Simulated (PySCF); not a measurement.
**OsO3(H2O)2: forces at shaken geometries**

How stiff is OsO3(H2O)2? Its atoms are displaced at random by several amounts. It is a constructed species; whether it can be made isn't addressed.

The runs use PySCF 2.14.0; r2SCAN, Os def2-SVP with ECP60, O def2-SVP, H def2-SVP; scalar-relativistic core potentials, no spin–orbit coupling.

5 further runs of the same task are left out: 2 for a known fault of the program, 2 that didn't finish, 1 set aside as unsound or not needed.

### 1 Starting geometry

10 atoms, charge 0, spin multiplicity 3.

Bond lengths: Os1–O2 1.724 Å, Os1–O3 1.724 Å, Os1–O4 1.765 Å, O5–H6 0.972 Å, O5–H7 0.970 Å, O8–H9 0.970 Å, O8–H10 0.972 Å. Angles: O2–Os1–O3 130.6°, O2–Os1–O4 114.7°, O3–Os1–O4 114.7°, H6–O5–H7 104.6°, H9–O8–H10 104.6°.

Geometry (Å):

```
atom     x (Å)     y (Å)     z (Å)
 Os1  -0.13911   0.00000   0.00000
  O2  -0.85938  -0.45808   1.49803
  O3  -0.85938   0.45808  -1.49803
  O4   1.62562   0.00000   0.00000
  O5   0.39326   2.51608   0.18234
  H6   1.34624   2.34035   0.10970
  H7   0.14126   2.85888  -0.68892
  O8   0.39326  -2.51608  -0.18234
  H9   0.14126  -2.85888   0.68892
 H10   1.34624  -2.34035  -0.10970
```

Formal oxidation states: Os +6. An earlier session relaxed this geometry at r2SCAN, Os def2-SVP with ECP60, O def2-SVP, H def2-SVP (triplet, point group C2).

Its energy there is -468.786953 Eh.

### 2 Atoms moved at random, σ = 0.03 Å

Contents of run.py (the lines that set the calculation):

```python
mol = gto.M(atom='''
Os    -0.15167    -0.03243    -0.04824
O     -0.85931    -0.51578     1.47794
O     -0.90801     0.48958    -1.49822
O      1.63992    -0.01457     0.03343
O      0.40463     2.54090     0.24046
H      1.30515     2.36881     0.08841
H      0.09279     2.90628    -0.72187
O      0.43363    -2.53577    -0.18538
H      0.19729    -2.85240     0.71169
H      1.37485    -2.35463    -0.09823''',
    basis={'Os': 'def2-SVP', 'O': 'def2-SVP', 'H': 'def2-SVP'},
    ecp={'Os': 'def2-SVP'},
    charge=0, spin=2)
mf = dft.UKS(mol, xc='R2SCAN')
mf.grids.atom_grid = (50, 194)
mf = mf.density_fit()  # fitting sets: Os def2-universal-JKFIT, O def2-universal-JKFIT, H def2-universal-JKFIT
mf.conv_tol = 1e-08; mf.max_cycle = 55
mf.kernel(dm0)  # dm0: the density of the relaxed state
```

Command:

```sh
> OMP_NUM_THREADS=4 python run.py
```

The program printed:

```text
init E= -468.708179879805
  HOMO = -0.224856057565  LUMO = -0.175619110918  gap/eV = 1.33981
cycle= 1 E= -468.772050290065  delta_E= -0.0639  |g|= 0.0761  |ddm|= 0.283
  HOMO = -0.199739647541  LUMO = -0.145962363305  gap/eV = 1.46335
cycle= 2 E= -468.747568861702  delta_E= 0.0245  |g|= 0.253  |ddm|= 0.268
  HOMO = -0.205955021567  LUMO = -0.154441932481  gap/eV = 1.40174
cycle= 3 E= -468.770096092264  delta_E= -0.0225  |g|= 0.105  |ddm|= 0.285
  HOMO = -0.20612519342  LUMO = -0.155571217668  gap/eV = 1.37564
cycle= 4 E= -468.77396222603  delta_E= -0.00387  |g|= 0.0453  |ddm|= 0.115
  HOMO = -0.205459031744  LUMO = -0.154043837888  gap/eV = 1.39908
cycle= 5 E= -468.774626400304  delta_E= -0.000664  |g|= 0.0235  |ddm|= 0.0587
  HOMO = -0.206382438395  LUMO = -0.15488641162  gap/eV = 1.40128
cycle= 6 E= -468.774856122553  delta_E= -0.00023  |g|= 0.00711  |ddm|= 0.0176
  HOMO = -0.206283416165  LUMO = -0.154467476756  gap/eV = 1.40998
cycle= 7 E= -468.774904704815  delta_E= -4.86e-05  |g|= 0.00512  |ddm|= 0.0222
  HOMO = -0.206312906062  LUMO = -0.154601102744  gap/eV = 1.40715
cycle= 8 E= -468.774916547858  delta_E= -1.18e-05  |g|= 0.00567  |ddm|= 0.0131
  HOMO = -0.206676801356  LUMO = -0.154585665646  gap/eV = 1.41747
cycle= 9 E= -468.774945976435  delta_E= -2.94e-05  |g|= 0.00129  |ddm|= 0.0201
  HOMO = -0.206568808028  LUMO = -0.154386913904  gap/eV = 1.41994
cycle= 10 E= -468.774950177022  delta_E= -4.2e-06  |g|= 0.000678  |ddm|= 0.0119
  HOMO = -0.206545958453  LUMO = -0.154381852256  gap/eV = 1.41946
cycle= 11 E= -468.774950509827  delta_E= -3.33e-07  |g|= 0.000383  |ddm|= 0.00231
  HOMO = -0.206598867367  LUMO = -0.154425495277  gap/eV = 1.41971
cycle= 12 E= -468.774950587115  delta_E= -7.73e-08  |g|= 0.000185  |ddm|= 0.000692
  HOMO = -0.206576227697  LUMO = -0.154411673297  gap/eV = 1.41947
cycle= 13 E= -468.774950607563  delta_E= -2.04e-08  |g|= 4.98e-05  |ddm|= 0.000366
  HOMO = -0.20657918014  LUMO = -0.154415545651  gap/eV = 1.41944
cycle= 14 E= -468.774950608541  delta_E= -9.78e-10  |g|= 3.06e-05  |ddm|= 9.42e-05
  HOMO = -0.206580779941  LUMO = -0.154415405082  gap/eV = 1.41949
Extra cycle  E= -468.774950594767  delta_E= 1.38e-08  |g|= 0.000182  |ddm|= 0.000179
converged SCF energy = -468.774950594767  <S^2> = 2.0189136  2S+1 = 3.0125827
```

It took 10 s on 4 threads of Arm Neoverse V2, shared host.

It gives: E = -468.774951 Eh (+0.327 eV from the relaxed state), HOMO -5.62 eV, LUMO -4.54 eV (over both spins), ⟨S²⟩ = 2.019, Mulliken charge on Os1 +0.90 e, largest force component 3.550 eV/Å. 

```
atom      Fx      Fy  Fz (eV/Å)
 Os1   1.070  -0.428      1.073
  O2   0.342   0.357     -0.894
  O3  -0.028   0.046     -0.015
  O4  -1.304   0.037     -0.159
  O5  -3.550   1.678     -3.170
  H6   2.504  -0.534     -0.289
  H7   0.999  -1.249      3.379
  O8  -0.527  -0.239      0.575
  H9  -0.055   0.159     -0.429
 H10   0.549   0.173     -0.071
```

### 3 Atoms moved at random, σ = 0.06 Å

Contents of run.py (the lines that set the calculation):

```python
mol = gto.M(atom='''
Os    -0.04221    -0.00900     0.08434
O     -0.88910    -0.51041     1.44829
O     -0.77687     0.46478    -1.39353
O      1.65657     0.01015    -0.05036
O      0.38925     2.50851     0.18394
H      1.24200     2.31706     0.12639
H      0.13664     2.87235    -0.64285
O      0.38293    -2.52886    -0.23121
H      0.03272    -2.74341     0.68685
H      1.39734    -2.38116    -0.21186''',
    basis={'Os': 'def2-SVP', 'O': 'def2-SVP', 'H': 'def2-SVP'},
    ecp={'Os': 'def2-SVP'},
    charge=0, spin=2)
mf = dft.UKS(mol, xc='R2SCAN')
mf.grids.atom_grid = (50, 194)
mf = mf.density_fit()  # fitting sets: Os def2-universal-JKFIT, O def2-universal-JKFIT, H def2-universal-JKFIT
mf.conv_tol = 1e-08; mf.max_cycle = 55
mf.kernel(dm0)  # dm0: the density of the relaxed state
```

Command:

```sh
> OMP_NUM_THREADS=4 python run.py
```

The program printed:

```text
init E= -468.806485953897
  HOMO = -0.18448677348  LUMO = -0.145973681937  gap/eV = 1.04799
cycle= 1 E= -468.755464331277  delta_E= 0.051  |g|= 0.115  |ddm|= 0.526
  HOMO = -0.188878161521  LUMO = -0.14382341322  gap/eV = 1.22600
cycle= 2 E= -468.735269459924  delta_E= 0.0202  |g|= 0.258  |ddm|= 0.356
  HOMO = -0.182887039136  LUMO = -0.142601672694  gap/eV = 1.09622
cycle= 3 E= -468.757157730772  delta_E= -0.0219  |g|= 0.115  |ddm|= 0.251
  HOMO = -0.187769369058  LUMO = -0.144703100221  gap/eV = 1.17189
cycle= 4 E= -468.761562316745  delta_E= -0.0044  |g|= 0.0608  |ddm|= 0.175
  HOMO = -0.18970365545  LUMO = -0.145764584484  gap/eV = 1.19564
cycle= 5 E= -468.762559942062  delta_E= -0.000998  |g|= 0.039  |ddm|= 0.0655
  HOMO = -0.189174746705  LUMO = -0.144984118769  gap/eV = 1.20249
cycle= 6 E= -468.763171795128  delta_E= -0.000612  |g|= 0.0187  |ddm|= 0.0676
  HOMO = -0.188813248391  LUMO = -0.144030595829  gap/eV = 1.21860
cycle= 7 E= -468.763350188925  delta_E= -0.000178  |g|= 0.0123  |ddm|= 0.0286
  HOMO = -0.189327382602  LUMO = -0.144405638864  gap/eV = 1.22238
cycle= 8 E= -468.763441791051  delta_E= -9.16e-05  |g|= 0.0111  |ddm|= 0.043
  HOMO = -0.189672920183  LUMO = -0.143800770539  gap/eV = 1.24824
cycle= 9 E= -468.763509933619  delta_E= -6.81e-05  |g|= 0.00276  |ddm|= 0.0258
  HOMO = -0.189730111385  LUMO = -0.143938534221  gap/eV = 1.24605
cycle= 10 E= -468.763514749683  delta_E= -4.82e-06  |g|= 0.00111  |ddm|= 0.00809
  HOMO = -0.18959355398  LUMO = -0.14383137251  gap/eV = 1.24525
cycle= 11 E= -468.763515484115  delta_E= -7.34e-07  |g|= 0.000347  |ddm|= 0.00215
  HOMO = -0.189647124737  LUMO = -0.143862096191  gap/eV = 1.24587
cycle= 12 E= -468.763515594364  delta_E= -1.1e-07  |g|= 0.000122  |ddm|= 0.00134
  HOMO = -0.189622281948  LUMO = -0.143841833178  gap/eV = 1.24575
cycle= 13 E= -468.763515601895  delta_E= -7.53e-09  |g|= 8.14e-05  |ddm|= 0.000259
  HOMO = -0.189642643764  LUMO = -0.14385932454  gap/eV = 1.24583
Extra cycle  E= -468.763515592821  delta_E= 9.07e-09  |g|= 0.000176  |ddm|= 0.00023
converged SCF energy = -468.763515592821  <S^2> = 2.0274105  2S+1 = 3.0182184
```

Wall time 9.6 s (4 threads of Arm Neoverse V2, shared host).

It gives: E = -468.763516 Eh (+0.638 eV from the relaxed state), HOMO -5.16 eV, LUMO -4.23 eV (over both spins), ⟨S²⟩ = 2.027, Mulliken charge on Os1 +0.89 e, largest force component 6.568 eV/Å. 

| atom | Fx | Fy | Fz (eV/Å) |
| --- | --- | --- | --- |
| Os1 | -1.371 | 0.604 | -0.509 |
| O2 | -1.088 | -0.832 | 1.913 |
| O3 | -0.600 | 0.251 | -1.372 |
| O4 | 2.853 | -0.011 | -0.187 |
| O5 | -5.850 | 0.825 | 2.031 |
| H6 | 6.568 | -1.255 | -0.479 |
| H7 | -0.522 | 0.548 | -1.541 |
| O8 | 1.179 | 0.104 | 0.995 |
| H9 | 1.117 | 0.222 | -1.332 |
| H10 | -2.286 | -0.456 | 0.480 |

### 4 Atoms moved at random, σ = 0.06 Å

Contents of run.py (the lines that set the calculation):

```python
mol = gto.M(atom='''
Os    -0.13532     0.17348     0.11052
O     -0.83928    -0.48389     1.45776
O     -0.88022     0.53586    -1.56297
O      1.64324    -0.05873    -0.05907
O      0.49222     2.51149     0.17180
H      1.21428     2.29361     0.16193
H      0.09624     2.84676    -0.74275
O      0.39889    -2.50443    -0.12427
H      0.19600    -2.89846     0.68872
H      1.34321    -2.41569    -0.10168''',
    basis={'Os': 'def2-SVP', 'O': 'def2-SVP', 'H': 'def2-SVP'},
    ecp={'Os': 'def2-SVP'},
    charge=0, spin=2)
mf = dft.UKS(mol, xc='R2SCAN')
mf.grids.atom_grid = (50, 194)
mf = mf.density_fit()  # fitting sets: Os def2-universal-JKFIT, O def2-universal-JKFIT, H def2-universal-JKFIT
mf.conv_tol = 1e-08; mf.max_cycle = 55
mf.kernel(dm0)  # dm0: the density of the relaxed state
```

Command:

```sh
> OMP_NUM_THREADS=4 python run.py
```

The program printed:

```text
init E= -468.691237862124
  HOMO = -0.244721979031  LUMO = -0.198603932122  gap/eV = 1.25494
cycle= 1 E= -468.593055605224  delta_E= 0.0982  |g|= 0.435  |ddm|= 0.983
  HOMO = -0.135067099511  LUMO = -0.128678170715  gap/eV = 0.17385
cycle= 2 E= -464.747249665451  delta_E= 3.85  |g|= 2.71  |ddm|= 2.25
  HOMO = -0.153454236168  LUMO = -0.100540468843  gap/eV = 1.43986
cycle= 3 E= -468.445918105207  delta_E= -3.7  |g|= 0.74  |ddm|=    2
  HOMO = -0.197807839466  LUMO = -0.156805457397  gap/eV = 1.11573
cycle= 4 E= -468.626629381401  delta_E= -0.181  |g|= 0.366  |ddm|= 0.685
  HOMO = -0.212273140035  LUMO = -0.156298220104  gap/eV = 1.52316
cycle= 5 E= -468.671671788626  delta_E= -0.045  |g|= 0.145  |ddm|= 0.276
  HOMO = -0.209707494776  LUMO = -0.156239667088  gap/eV = 1.45493
cycle= 6 E= -468.679210441582  delta_E= -0.00754  |g|= 0.0617  |ddm|= 0.131
  HOMO = -0.206565564443  LUMO = -0.151527121713  gap/eV = 1.49767
cycle= 7 E= -468.68072023962  delta_E= -0.00151  |g|= 0.026  |ddm|= 0.0568
  HOMO = -0.208664920452  LUMO = -0.151824781451  gap/eV = 1.54670
cycle= 8 E= -468.681072921684  delta_E= -0.000353  |g|= 0.00854  |ddm|= 0.0418
  HOMO = -0.209595829671  LUMO = -0.152396367447  gap/eV = 1.55648
cycle= 9 E= -468.681120679614  delta_E= -4.78e-05  |g|= 0.00577  |ddm|= 0.0171
  HOMO = -0.209657983836  LUMO = -0.152048811128  gap/eV = 1.56763
cycle= 10 E= -468.681161229862  delta_E= -4.06e-05  |g|= 0.00224  |ddm|= 0.0192
  HOMO = -0.209647314264  LUMO = -0.151852087375  gap/eV = 1.57269
cycle= 11 E= -468.681167895885  delta_E= -6.67e-06  |g|= 0.00164  |ddm|= 0.00944
  HOMO = -0.209646733775  LUMO = -0.151808507669  gap/eV = 1.57386
cycle= 12 E= -468.681169560805  delta_E= -1.66e-06  |g|= 0.000738  |ddm|= 0.00355
  HOMO = -0.209668567238  LUMO = -0.151803797513  gap/eV = 1.57458
cycle= 13 E= -468.681169921877  delta_E= -3.61e-07  |g|= 0.000158  |ddm|= 0.00147
  HOMO = -0.209665076725  LUMO = -0.151808404578  gap/eV = 1.57436
cycle= 14 E= -468.681169953332  delta_E= -3.15e-08  |g|= 0.000122  |ddm|= 0.000536
  HOMO = -0.209663837959  LUMO = -0.151804111356  gap/eV = 1.57444
cycle= 15 E= -468.681169957768  delta_E= -4.44e-09  |g|= 0.00011  |ddm|= 0.000295
  HOMO = -0.209669220067  LUMO = -0.151814194761  gap/eV = 1.57432
cycle= 16 E= -468.681169959695  delta_E= -1.93e-09  |g|= 8.26e-05  |ddm|= 0.000199
  HOMO = -0.209648501358  LUMO = -0.151796150072  gap/eV = 1.57424
Extra cycle  E= -468.68116990988  delta_E= 4.98e-08  |g|= 0.000361  |ddm|= 0.000307
converged SCF energy = -468.68116990988  <S^2> = 2.0296485  2S+1 = 3.019701
```

It took 11 s on 4 threads of Arm Neoverse V2, shared host.

It gives: E = -468.681170 Eh (+2.879 eV from the relaxed state), HOMO -5.70 eV, LUMO -4.31 eV (over both spins), ⟨S²⟩ = 2.030, Mulliken charge on Os1 +0.88 e, largest force component 25.525 eV/Å. 

```csv
atom,Fx,Fy,Fz (eV/Å)
Os1,2.124,0.995,-5.966
O2,-1.702,-1.026,2.324
O3,1.401,-0.580,3.791
O4,-1.868,0.701,0.245
O5,-25.525,7.600,-1.849
H6,23.822,-6.514,-1.188
H7,1.853,-1.145,2.685
O8,-0.489,0.680,-2.118
H9,-0.705,-1.023,2.187
H10,1.091,0.311,-0.112
```

### 5 The displacements side by side

| σ (Å) | energy rise (eV) | harmonic estimate −½ F·u (eV) | largest force component (eV/Å) |
| --- | --- | --- | --- |
| 0.03 | 0.327 | 0.304 | 3.55 |
| 0.06 | 0.638 | 0.650 | 6.57 |
| 0.06 | 2.879 | 3.395 | 25.53 |

Every displacement raises the energy. For a harmonic well the rise equals −½ F·u; the two differ by at most 18 % here (a move with σ = 0.06 Å), from anharmonicity, the grid and the small forces left at the relaxed point. The largest moves cost over 1 eV, far outside the harmonic range, so agreement there can come from errors that cancel between squeezed and stretched bonds. The bases are small and lack diffuse functions. Spin–orbit coupling is left out for this open shell, where it can reorder the states. Open shells may have lower solutions than the one found.
